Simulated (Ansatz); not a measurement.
# MgGa3As3: the cost of one run

Program: Ansatz 0.2.0. Level of theory: DFT PBE, scalar-relativistic, plane waves, PAW. These are calculated values, not measurements.

1 further run of the same task is left out (it didn't finish).

## (1) The structure to begin with

It takes space group Pmmm (No. 47, orthorhombic). Conventional cell: a = 3.502 Å, b = 3.953 Å, c = 9.133 Å, α = 90.00°, β = 90.00°, γ = 90.00°. Mg (site symmetry mmm) is surrounded by 4 Ga at 2.56 Å and 6 As at 2.64 to 2.94 Å. Around Ga (site symmetry mm2) lie 4 As at 2.37 to 2.39 Å and 2 Mg at 2.56 Å. Ga (site symmetry mmm) is surrounded by 4 As at 2.39 Å. Around As (site symmetry mm2) lie 4 Ga at 2.37 to 2.39 Å and 1 Mg at 2.94 Å. Around As (site symmetry mmm) lie 4 Ga at 2.39 Å and 4 Mg at 2.64 Å.

Structure file:

```cif
data_structure
_symmetry_space_group_name_H-M 'P 1'
_symmetry_Int_Tables_number 1
_cell_length_a 3.5017
_cell_length_b 3.9526
_cell_length_c 9.1326
_cell_angle_alpha 90.000
_cell_angle_beta 90.000
_cell_angle_gamma 90.000
_cell_volume 126.40
loop_
_atom_site_label
_atom_site_type_symbol
_atom_site_fract_x
_atom_site_fract_y
_atom_site_fract_z
_atom_site_occupancy
Mg1 Mg 0.50000 0.00000 0.00000 1
Ga1 Ga 0.50000 0.50000 0.17805 1
Ga2 Ga 0.50000 0.50000 0.82195 1
Ga3 Ga 0.00000 0.00000 0.50000 1
As1 As 0.50000 0.00000 0.32195 1
As2 As 0.00000 0.50000 0.00000 1
As3 As 0.50000 0.00000 0.67805 1
```

The cell is invented: 4-connected net, two elements alternating, guests in its cages (Pmmm, No. 47). The dimensions are guesses.

## (2) A first look at the guess

input.yaml

```yaml
crystal:
  lattice:
    - [3.50171067, 0.0, 0.0]
    - [0.0, 3.95262127, 0.0]
    - [0.0, 0.0, 9.13259032]
  atoms:
    - { symbol: Mg, position: [0.5, 0.0, 0.0] }
    - { symbol: Ga, position: [0.5, 0.5, 0.17804846] }
    - { symbol: Ga, position: [0.5, 0.5, 0.82195154] }
    - { symbol: Ga, position: [0.0, 0.0, 0.5] }
    - { symbol: As, position: [0.5, 0.0, 0.32195154] }
    - { symbol: As, position: [0.0, 0.5, 0.0] }
    - { symbol: As, position: [0.5, 0.0, 0.67804846] }
basis:
  ecutwfc: 420
kpoints:
  mp_grid: { grid: [6, 4, 2] }
hamiltonian:
  xc: pbe
scf:
  occupations: { method: gaussian, width: 0.1 }
  lower_state_search: "off"
output:
  forces: true
  stress: true
  eigenvalues: true
```

The run is started by

```bash
> ansatz run input.yaml --threads 1 --pin off --max-ram 2560MiB --backend cpu --events-out ev --progress --plain --runs-dir out
```

**Question.** How long does this run take on 1 thread of Arm Neoverse V1, shared host, and how much memory does it need?

About 10 s, with a peak of 0.45 GiB.
